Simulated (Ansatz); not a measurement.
# H6O2Si2: molecular dynamics

Purpose: to follow the molecule's vibrations and see whether its bonds hold. The start is relaxed first. Runs: 300 steps of 1 fs under a Nosé-Hoover thermostat at 500 K. SMILES of the start: O[SiH](O)[SiH3].

Method: RKS BHLYP/6-31G*, in Ansatz 0.2.0.

## 1. The structure to begin with

Bond lengths: Si1–Si2 2.220 Å, Si2–H3 1.460 Å, Si2–H4 1.460 Å, Si2–H5 1.460 Å, Si1–O6 1.680 Å, O6–H7 1.010 Å, Si1–O8 1.679 Å, O8–H9 1.010 Å, Si1–H10 1.459 Å. Angles: Si1–Si2–H3 109.5°, Si1–Si2–H4 109.5°, Si1–Si2–H5 109.5°, H3–Si2–H4 109.4°, H3–Si2–H5 109.4°, H4–Si2–H5 109.4°, Si2–Si1–O6 109.4°, Si2–Si1–O8 109.5°, Si2–Si1–H10 109.5°, O6–Si1–O8 109.5°, O6–Si1–H10 109.5°, O8–Si1–H10 109.5°, Si1–O6–H7 109.5°, Si1–O8–H9 109.5°.

As a file:

```xyz
10

Si    0.0000    0.0000    0.0000
Si    0.0000    0.0000    2.2200
H    -1.3148   -0.4067    2.7074
H     1.0096   -0.9353    2.7074
H     0.3052    1.3420    2.7074
O     1.5842    0.0000   -0.5594
H     1.9006   -0.9521   -0.6761
O    -0.7913    1.3709   -0.5594
H    -1.7491    1.1401   -0.7818
H    -0.6877   -1.1914   -0.4862
```

## 2. Preparing the start

Contents of input.yaml:

```yaml
crystal:
  periodic: [false, false, false]
  atoms:
    - { symbol: Si, position_ang: [0.0, 0.0, 0.0] }
    - { symbol: Si, position_ang: [0.0, 0.0, 2.22] }
    - { symbol: H, position_ang: [-1.3148, -0.4067, 2.7074] }
    - { symbol: H, position_ang: [1.0096, -0.9353, 2.7074] }
    - { symbol: H, position_ang: [0.3052, 1.342, 2.7074] }
    - { symbol: O, position_ang: [1.5842, 0.0, -0.5594] }
    - { symbol: H, position_ang: [1.9006, -0.9521, -0.6761] }
    - { symbol: O, position_ang: [-0.7913, 1.3709, -0.5594] }
    - { symbol: H, position_ang: [-1.7491, 1.1401, -0.7818] }
    - { symbol: H, position_ang: [-0.6877, -1.1914, -0.4862] }
basis:
  gaussian: { orbitals: "6-31G*" }
hamiltonian:
  xc: { name: BHLYP }
relax:
  f_tol: 0.02
  max_steps: 40
```

On the command line:

```
ansatz run input.yaml --threads 1 --pin off --max-ram 2048MiB --backend cpu --events-out ev --progress --plain --runs-dir out
```

The runs that follow: The run.

What does the calculation give? Wanted: relaxation of the start; temperature, first and last step; temperature, second half; potential energy, second half; largest change of the conserved energy; bonds formed or broken.

The runs gave:

```
                              quantity                           value
               relaxation of the start        11 moves, 0.477 eV lower
                                length               300 steps of 1 fs
      temperature, first and last step                   500 and 273 K
              temperature, second half  mean 486 K, from 120 to 1104 K
         potential energy, second half     +52 meV/atom from the start
largest change of the conserved energy                   7.34 meV/atom
                bonds formed or broken                               0
```

What this shows: Against a set 500 K the second half averages 486 K, going from 899 to 273 K over that half. The conserved energy strays from its start by at most 7.34 meV/atom, 14 % of the mean kinetic energy, which is poor: the step of 1 fs is too long for the fastest motion. The bonds all hold. A run of 300 fs with 10 atoms shows the motion but fixes no equilibrium value. The nuclei move classically, without zero-point motion, which matters most for hydrogen.
